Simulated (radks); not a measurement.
**Valence configurations of Lu**

An exercise on one series of results from a longer session: the logs are not shown, and one member is left open.

Program: radks (a radial shooting solver on a logarithmic mesh, Libxc functionals) version 1. Level of theory: Dirac Kohn-Sham, PBE, spin-unpolarised, spherical densities, point nucleus; open shells are shared between the two j in proportion to 2j + 1. These are calculated values, not measurements, unless marked.

## The atom as given

- element: lutetium (Z = 71)
- charge: 0
- electrons: 71
- configuration: [Xe] 4f14 5d1 6s2
- others tried: 4f14 6s2 6p1; 4f14 5d3; 4f13.5 5d3 6p0.5; 4f14 5d2 6s1; 4f13 5d1 6s2 6p1; 4f13.5 5d1 6s2 6p0.5; 4f13 6s2 6p2; 4f14 5d1.5 6s1.5; 4f13 5d3 6s1

The outer shells:

Lu
```
[Xe] core
4f [↑↓][↑↓][↑↓][↑↓][↑↓][↑↓][↑↓]
5d [↑ ][  ][  ][  ][  ]
6s [↑↓]
```

Set-up of the first run:

Settings of this run:

```text
Z 71
configuration [Xe] 4f14 5d1 6s2
relativity Dirac
functional pbe,pbe
spin unpolarised
j_filling average
nucleus point
c 137.035999084
```

Among the steps run: [Xe] 4f14 5d1 6s2.

One of the session's tables, all rows but one given; the rest of the session is left out.

Sizes of the orbitals, from the radial functions (bohr):

| level | <r> | outermost maximum (interpolated) | 90 % within | nodes |
| --- | --- | --- | --- | --- |
| 5s1/2 | 1.172 | 1.04 | 1.69 | 4 |
| 5p1/2 | 1.316 | 1.13 | 1.94 | 3 |
| 5p3/2 | 1.431 | 1.22 | 2.11 | 3 |
| 4f5/2 | 0.7163 | 0.466 | 1.23 | 0 |
| 4f7/2 | 0.7326 | 0.471 | 1.26 | 0 |
| 6s1/2 | 3.646 | 3.07 | 5.42 | 5 |
| 5d3/2 | ? | ? | ? | ? |
| 5d5/2 | 3.007 | 1.88 | 5.14 | 2 |

Estimate the missing values for 5d3/2.

As computed: <r>: 2.827; outermost maximum (interpolated): 1.80; 90 % within: 4.81; nodes: 2. In the column «<r>» it lies between 5p3/2 (1.431) and 5d5/2 (3.007).
